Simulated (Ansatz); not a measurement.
**Ba2HN: a short molecular-dynamics run**

What does Ba2HN do over 60 steps of 0.25 fs under a Langevin thermostat and barostat at 100 K and 1 GPa? The cell is a randomly packed cell of 8 atoms, taken as it stands, without a relaxation.

Method: DFT PBE, plane waves, PAW, scalar-relativistic, no spin polarisation, in Ansatz 0.2.0.

## (1) The structure to begin with

The cell holds 8 atoms (Ba4H2N2): a = 5.738 Å, b = 6.181 Å, c = 6.019 Å, α = 92.15°, β = 89.58°, γ = 79.07°.

Coordinates:

```xyz
8
Lattice="5.6152 0.7211 0.9324 0.2850 6.1283 0.7537 -0.8156 -0.9148 5.8930" Properties=species:S:1:pos:R:3 pbc="T T T"
N     1.2557    5.4413    5.6236
N     3.0634    0.4463    0.8099
Ba    3.2694    0.9006    4.7423
Ba    0.3087    2.3398    6.0796
Ba    4.4571    4.0275    3.8349
Ba    0.8203    0.0176    2.1642
H     3.9223    5.0486    1.5965
H     3.8407    6.3506    3.0829
```

## (2) Dynamics

input.yaml

```yaml
crystal:
  lattice:
    - [5.615152, 0.721086, 0.932387]
    - [0.285035, 6.128343, 0.753708]
    - [-0.815569, -0.914778, 5.892998]
  atoms:
    - { symbol: "N", position: [0.288269, 0.971064, 0.784479] }
    - { symbol: "N", position: [0.551791, 0.015091, 0.048198] }
    - { symbol: Ba, position: [0.671975, 0.16892, 0.676815] }
    - { symbol: Ba, position: [0.16614, 0.502726, 0.941075] }
    - { symbol: Ba, position: [0.825922, 0.625695, 0.44005] }
    - { symbol: Ba, position: [0.19292, 0.029861, 0.332908] }
    - { symbol: H, position: [0.670113, 0.755154, 0.06831] }
    - { symbol: H, position: [0.675121, 0.999893, 0.288443] }
kpoints:
  mp_grid: { grid: [3, 3, 3] }
magnetization:
  spin_polarized: false
scf:
  occupations: { method: gaussian, width: 0.1 }
hamiltonian:
  pseudopotentials: { kind: paw }
  xc: pbe
basis:
  ecutwfc: 420
md:
  timestep: 0.25
  n_steps: 60
  ensemble: npt_langevin
  temperature: 100.0
  initial_velocities: maxwell_boltzmann
  seed: 551403
  pressure: 1.0
```

Run with:

```bash
$ ansatz run input.yaml --threads 2 --pin off --max-ram 2560MiB --backend cpu --events-out ev --progress --plain --runs-dir out
```

Log, shortened:

```text
Warning: md: disabling space-group detection — thermal motion breaks the input geometry's symmetry, so no spatial operation reduces the k-mesh or symmetrises the density; time reversal is kept, so that k and −k are solved as one point where they differ and the mesh holds both, and exact [...]
Warning: RAYON_NUM_THREADS=2 ignored (pool sized by the plan → 2); use --threads N
[...]
Pseudopotentials: kind: paw
Pseudopotential: N, paw, valence charge 5, recommended cutoff 420 eV (normal), N.paw.azcp
Pseudopotential: Ba, paw, valence charge 10, recommended cutoff 420 eV (normal), Ba.paw.azcp
Pseudopotential: H, paw, valence charge 1, recommended cutoff 420 eV (normal), H.paw.azcp
Functional definition: PBE
[...]
Crystal: 8 atoms, lattice volume = 209.421 Å³
Basis set: ecut = 420 eV (smoothed over ±3.0 %; plane waves to 437.0 eV, density to 1747.9 eV), 4333 PW (Γ), exchange–correlation on 80×90×90 points (8 copies of the dense FFT grid, shifted against one another)
Bands: 34, of which v1, the nominal top of the filled ones, is band 26 counted from 1 (25 counted from 0)
Symmetry: 1 space group operations
k-points: 14 of 27 (time reversal used)
[...]
SCF iter   1: F=—  HF=-24593.280646 eV  |F-HF|=—  |Δ(HF+E_count)|=         —  Δρ=5.08e-3  dr2=8.21e-2  ethr=1.77e-3  ⟨swp⟩=11.4  Hψ=3134  notcnv=0
[...]
md step     0: t =     0.00 fs  T =    87.5 K  F+E_penalty+E_count = -24593.27380236 eV  E_kin = 0.090482 eV  conserved = -24591.92226861 eV  P_inst = -1.7445 GPa  V = 209.4214 Å³  selection 1  (8 SCF iters)
[...]
md step     4: t =     1.00 fs  T =   113.0 K  F+E_penalty+E_count = -24593.29584187 eV  E_kin = 0.116893 eV  conserved = -24591.92226765 eV  P_inst = -1.7394 GPa  V = 209.3528 Å³  selection 1  (6 SCF iters)
[...]
md step     8: t =     2.00 fs  T =   150.0 K  F+E_penalty+E_count = -24593.33563292 eV  E_kin = 0.155122 eV  conserved = -24591.92224433 eV  P_inst = -1.7183 GPa  V = 209.1587 Å³  selection 1  (3 SCF iters)
[...]
md step    12: t =     3.00 fs  T =   185.9 K  F+E_penalty+E_count = -24593.39536110 eV  E_kin = 0.192208 eV  conserved = -24591.92221898 eV  P_inst = -1.6870 GPa  V = 208.8614 Å³  selection 1  (3 SCF iters)
[...]
md step    16: t =     4.00 fs  T =   273.3 K  F+E_penalty+E_count = -24593.48514652 eV  E_kin = 0.282665 eV  conserved = -24591.92214666 eV  P_inst = -1.6073 GPa  V = 208.4283 Å³  selection 1  (4 SCF iters)
md step    17: t =     4.25 fs  T =   299.5 K  F+E_penalty+E_count = -24593.51447541 eV  E_kin = 0.309675 eV  conserved = -24591.92212904 eV  P_inst = -1.5793 GPa  V = 208.2925 Å³  selection 1  (3 SCF iters)
md step    18: t =     4.50 fs  T =   328.4 K  F+E_penalty+E_count = -24593.54685355 eV  E_kin = 0.339636 eV  conserved = -24591.92210482 eV  P_inst = -1.5476 GPa  V = 208.1491 Å³  selection 1  (4 SCF iters)
```

## (3) The log goes on

The log, continued, shortened:

```text
md step    19: t =     4.75 fs  T =   363.7 K  F+E_penalty+E_count = -24593.58292687 eV  E_kin = 0.376065 eV  conserved = -24591.92207047 eV  P_inst = -1.5095 GPa  V = 207.9964 Å³  selection 1  (3 SCF iters)
[...]
md step    29: t =     7.25 fs  T =   971.8 K  F+E_penalty+E_count = -24594.26117934 eV  E_kin = 1.004934 eV  conserved = -24591.92210496 eV  P_inst = -0.6506 GPa  V = 205.9834 Å³  selection 1  (4 SCF iters)
[...]
md step    39: t =     9.75 fs  T =  1278.3 K  F+E_penalty+E_count = -24594.63340358 eV  E_kin = 1.321860 eV  conserved = -24591.92593140 eV  P_inst = 2.4188 GPa  V = 203.6090 Å³  selection 1  (6 SCF iters)
[...]
md step    49: t =    12.25 fs  T =  1608.9 K  F+E_penalty+E_count = -24594.98937669 eV  E_kin = 1.663715 eV  conserved = -24591.92644099 eV  P_inst = 2.4394 GPa  V = 201.6351 Å³  selection 1  (5 SCF iters)
[...]
  atom   4  Ba     1.09309108     0.39043143    -0.37031613
  atom   5  Ba    -0.93952778     0.38804199    -0.27825327
  atom   6  Ba     0.20442091    -0.29774386    -0.06314742
  atom   7  H     -1.64259138     1.29757411     2.71458087
  atom   8  H      1.00210982     0.14392425     0.71188752
[...]
--- Stress (GPa, compression-positive) ---
        1.571440       0.075247       1.845677
        0.075247       0.168476       0.313846
        1.845677       0.313846       0.848049
  P = ⅓ Tr σ = 0.8627 GPa (8.627 kbar)
--- MD trajectory: 60 steps, t = 0.0 → 15.0 fs ---
  final state: T = 1142.2 K   F+E_penalty+E_count = -24594.55531977 eV   E_kin = 1.181146 eV
  conserved energy: peak-to-peak 8.677e-3 eV (1.085e-3 eV/atom) over 15.0 fs
  cell: V = 200.2158 Å³ at the end; means of 61 rows, the approach among them: V = 205.3900 Å³, P_inst = 0.1859 GPa
  mean static stress (GPa): xx -0.4957  yy 0.3232  zz -0.6449  yz 1.9628  xz -1.3233  xy -0.9256
  the result is of one more SCF, on plane waves selected at the last cell: its energy does not rank with the rows'
```

It took 3.8 min on 2 threads of Arm Neoverse V1, shared host; peak memory 0.57 GiB.

## (4) Frames and traces

The trajectory, every 3 steps (energies from step 0); msd is the mean square displacement from the start, the centre of mass held:

| time (fs) | T (K) | potential energy change (meV/atom) | conserved energy change (meV/atom) | volume (Å³/atom) | pressure (GPa) | msd H (Å²) | msd N (Å²) | msd Ba (Å²) |
| --- | --- | --- | --- | --- | --- | --- | --- | --- |
| 0.0 | 88 | 0.0 | 0.00 | 26.18 | -1.7 | 0.000 | 0.000 | 0.000 |
| 0.8 | 103 | -1.9 | 0.00 | 26.17 | -1.7 | 0.000 | 0.000 | 0.000 |
| 1.5 | 130 | -4.9 | 0.00 | 26.16 | -1.7 | 0.001 | 0.000 | 0.000 |
| 2.2 | 155 | -9.4 | 0.00 | 26.14 | -1.7 | 0.003 | 0.000 | 0.000 |
| 3.0 | 186 | -15.2 | 0.01 | 26.11 | -1.7 | 0.007 | 0.000 | 0.000 |
| 3.8 | 244 | -23.1 | 0.01 | 26.07 | -1.6 | 0.012 | 0.000 | 0.000 |
| 4.5 | 328 | -34.1 | 0.02 | 26.02 | -1.5 | 0.020 | 0.000 | 0.000 |
| 5.2 | 447 | -49.4 | 0.03 | 25.96 | -1.4 | 0.033 | 0.000 | 0.000 |
| 6.0 | 602 | -70.6 | 0.05 | 25.88 | -1.2 | 0.052 | 0.000 | 0.000 |
| 6.8 | 808 | -99.6 | 0.04 | 25.80 | -0.9 | 0.079 | 0.000 | 0.000 |
| 7.5 | 1066 | -136.4 | 0.00 | 25.72 | -0.5 | 0.119 | 0.001 | 0.000 |
| 8.2 | 1358 | -175.1 | -0.17 | 25.63 | 0.2 | 0.175 | 0.001 | 0.000 |
| 9.0 | 1507 | -196.2 | -0.48 | 25.54 | 1.2 | 0.249 | 0.001 | 0.000 |
| 9.8 | 1278 | -170.0 | -0.46 | 25.45 | 2.4 | 0.337 | 0.002 | 0.000 |
| 10.5 | 873 | -116.4 | 0.36 | 25.37 | 3.4 | 0.422 | 0.003 | 0.000 |
| 11.2 | 975 | -129.3 | 0.26 | 25.29 | 3.5 | 0.488 | 0.003 | 0.000 |
| 12.0 | 1490 | -197.4 | -0.48 | 25.22 | 2.7 | 0.540 | 0.004 | 0.000 |
| 12.8 | 1715 | -230.4 | -0.40 | 25.17 | 1.9 | 0.596 | 0.005 | 0.000 |
| 13.5 | 1646 | -219.9 | -0.14 | 25.12 | 1.4 | 0.667 | 0.006 | 0.000 |
| 14.2 | 1399 | -191.8 | -0.03 | 25.07 | 1.3 | 0.754 | 0.008 | 0.000 |
| 15.0 | 1142 | -160.2 | 0.00 | 25.03 | 1.5 | 0.848 | 0.009 | 0.000 |

time (fs), T (K) and a bar:
```
      0.0         88 
      0.8        103 
      1.2        119 #
      2.0        150 #
      2.5        165 #
      3.2        204 ##
      4.0        273 ###
      4.5        328 ####
      5.2        447 #######
      5.8        539 ########
      6.5        738 ############
      7.2        972 ################
      7.8       1160 ###################
      8.5       1432 ########################
      9.2       1474 #########################
      9.8       1278 ######################
     10.5        873 ##############
     11.0        867 ##############
     11.8       1313 ######################
     12.5       1681 #############################
     13.0       1742 ##############################
     13.8       1584 ###########################
     14.2       1399 ########################
     15.0       1142 ###################
```

Bonds that form or break, judged by distance (formed within 1.15 times the sum of covalent radii and held on average over 5 fs, broken when stretched by half; pairs already stretched at the start don't count as bonds):

| time (fs) | bond | event |
| --- | --- | --- |
| 8.5 | N2–H7 | forms |

Pair distribution over the second half of the run:

| r (Å) | g N–Ba | g Ba–H |
| --- | --- | --- |
| 0.68 | 0.00 | 0.00 |
| 0.84 | 0.00 | 0.00 |
| 1.00 | 0.00 | 0.00 |
| 1.16 | 0.00 | 0.00 |
| 1.32 | 0.00 | 0.00 |
| 1.48 | 0.00 | 0.00 |
| 1.64 | 0.00 | 0.00 |
| 1.80 | 0.00 | 0.00 |
| 1.96 | 0.00 | 0.00 |
| 2.12 | 0.00 | 0.00 |
| 2.28 | 0.00 | 0.00 |
| 2.44 | 0.32 | 0.55 |
| 2.60 | 2.90 | 2.06 |

## (5) Positions and forces

Positions (Å) and forces (eV/Å):

```xyz
8
Lattice="5.613 0.721 0.932 0.285 6.126 0.753 -0.815 -0.914 5.891" Properties=species:S:1:pos:R:3:forces:R:3 pbc="T T T" time_fs=2.0 T=150 dE=-0.0618
N     1.250    5.439    5.624    0.252    0.851   -0.241
N     3.061    0.447    0.812   -0.145   -1.736    0.543
Ba    3.269    0.902    4.739   -0.614   -0.952    1.283
Ba    0.307    2.339    6.080    0.947    0.487   -0.112
Ba    4.454    4.026    3.833   -1.217    0.376   -0.184
Ba    0.822    0.016    2.162    0.807   -0.320   -0.431
H     3.948    5.087    1.552   -0.285    0.988   -0.523
H     3.857    6.337    3.068    0.254    0.306   -0.335
8
Lattice="5.607 0.720 0.931 0.285 6.120 0.753 -0.814 -0.914 5.885" Properties=species:S:1:pos:R:3:forces:R:3 pbc="T T T" time_fs=3.8 T=244 dE=-0.1850
N     1.246    5.436    5.621    0.204    0.845   -0.273
N     3.057    0.444    0.815    0.168   -2.122    0.525
Ba    3.266    0.902    4.733   -0.579   -0.963    1.217
Ba    0.306    2.338    6.076    0.990    0.476   -0.155
Ba    4.449    4.022    3.829   -1.196    0.366   -0.201
Ba    0.823    0.015    2.158    0.738   -0.312   -0.376
H     3.953    5.146    1.500   -0.531    1.372   -0.412
H     3.878    6.331    3.043    0.206    0.338   -0.325
8
Lattice="5.598 0.719 0.929 0.284 6.109 0.751 -0.813 -0.912 5.875" Properties=species:S:1:pos:R:3:forces:R:3 pbc="T T T" time_fs=5.5 T=490 dE=-0.4455
N     1.242    5.431    5.613    0.116    0.816   -0.340
N     3.050    0.436    0.818    0.717   -2.770    0.485
Ba    3.261    0.902    4.724   -0.516   -0.958    1.118
Ba    0.305    2.334    6.068    1.046    0.462   -0.221
Ba    4.439    4.015    3.823   -1.154    0.324   -0.186
Ba    0.824    0.014    2.152    0.628   -0.297   -0.281
H     3.938    5.241    1.437   -0.979    2.059   -0.233
H     3.897    6.328    3.003    0.141    0.364   -0.342
8
Lattice="5.582 0.717 0.927 0.283 6.092 0.749 -0.811 -0.909 5.858" Properties=species:S:1:pos:R:3:forces:R:3 pbc="T T T" time_fs=7.5 T=1066 dE=-1.0908
N     1.236    5.424    5.599   -0.015    0.717   -0.479
N     3.042    0.421    0.824    1.370   -3.178    0.457
Ba    3.254    0.901    4.709   -0.427   -0.900    0.982
Ba    0.303    2.329    6.054    1.115    0.440   -0.299
Ba    4.425    4.003    3.812   -1.074    0.229   -0.145
Ba    0.824    0.014    2.144    0.479   -0.265   -0.143
H     3.878    5.420    1.359   -1.489    2.596    0.087
H     3.919    6.333    2.941    0.040    0.363   -0.460
8
Lattice="5.565 0.715 0.924 0.282 6.074 0.747 -0.808 -0.907 5.840" Properties=species:S:1:pos:R:3:forces:R:3 pbc="T T T" time_fs=9.5 T=1388 dE=-1.4785
N     1.230    5.417    5.583   -0.116    0.564   -0.669
N     3.035    0.399    0.831   -1.274    2.551    2.520
Ba    3.244    0.899    4.694   -0.384   -0.780    0.880
Ba    0.301    2.324    6.038    1.167    0.412   -0.319
Ba    4.410    3.990    3.801   -1.018    0.165   -0.147
Ba    0.824    0.013    2.136    0.409   -0.223   -0.079
H     3.775    5.675    1.282    1.348   -2.963   -1.373
H     3.942    6.346    2.857   -0.132    0.273   -0.814
8
Lattice="5.551 0.713 0.922 0.282 6.058 0.745 -0.806 -0.904 5.826" Properties=species:S:1:pos:R:3:forces:R:3 pbc="T T T" time_fs=11.2 T=975 dE=-1.0343
N     1.226    5.413    5.570   -0.325    0.522   -0.954
N     3.027    0.385    0.844   -4.149    7.295    6.792
Ba    3.236    0.897    4.681   -0.364   -0.664    0.806
Ba    0.300    2.319    6.025    1.182    0.392   -0.320
Ba    4.397    3.980    3.792   -1.006    0.195   -0.201
Ba    0.823    0.012    2.128    0.397   -0.214   -0.070
H     3.731    5.802    1.163    4.621   -7.666   -4.789
H     3.961    6.367    2.756   -0.355    0.140   -1.264
8
Lattice="5.541 0.712 0.920 0.281 6.047 0.744 -0.805 -0.903 5.815" Properties=species:S:1:pos:R:3:forces:R:3 pbc="T T T" time_fs=13.0 T=1742 dE=-1.8430
N     1.222    5.415    5.560   -0.733    0.531   -1.395
N     3.015    0.385    0.868    1.706   -0.713    1.311
Ba    3.230    0.895    4.673   -0.347   -0.586    0.777
Ba    0.300    2.317    6.016    1.157    0.378   -0.334
Ba    4.386    3.972    3.786   -0.976    0.259   -0.276
Ba    0.824    0.011    2.123    0.302   -0.253   -0.035
H     3.795    5.750    0.943   -0.709    0.285    1.099
H     3.974    6.396    2.620   -0.399    0.099   -1.146
8
Lattice="5.532 0.710 0.919 0.281 6.037 0.742 -0.803 -0.901 5.805" Properties=species:S:1:pos:R:3:forces:R:3 pbc="T T T" time_fs=15.0 T=1142 dE=-1.2815
N     1.217    5.421    5.547   -1.149    0.469   -1.832
N     3.005    0.382    0.899    1.806   -1.766   -1.735
Ba    3.225    0.894    4.665   -0.375   -0.625    0.853
Ba    0.300    2.316    6.008    1.093    0.390   -0.370
Ba    4.376    3.965    3.781   -0.940    0.388   -0.278
Ba    0.824    0.010    2.117    0.204   -0.298   -0.063
H     3.850    5.685    0.721   -1.643    1.298    2.715
H     3.986    6.438    2.430    1.002    0.144    0.712
```

## (6) Summary of results

```
                              quantity                            value
                                length              60 steps of 0.25 fs
      temperature, first and last step                    88 and 1142 K
              temperature, second half  mean 1332 K, from 830 to 1742 K
         potential energy, second half     -177 meV/atom from the start
largest change of the conserved energy                    0.55 meV/atom
           volume, first and last step          26.18 and 25.03 Å³/atom
 mean square displacement, second half    H 0.471, N 0.004, Ba 0.000 Å²
```

In words: Against a set 100 K the second half averages 1332 K with a spread of 262 K (in equilibrium 8 atoms would scatter by about 29 K, over a far longer run). The conserved energy strays from its start by at most 0.55 meV/atom, 0.5 % of the mean kinetic energy, which is good for a step of 0.25 fs. The bonding pattern changes, first at 8.5 fs: N2–H7 forms. Over the second half H atoms stand 0.7 Å (root mean square) from where they began, and the farthest move is 1.1 Å. The volume changes by -4.4 % from first to last step, and is still moving at the end, so it is no equilibrium value. Averages from a run of 15 fs with 8 atoms are rough. The nuclei move classically, without zero-point motion, which matters most for hydrogen.
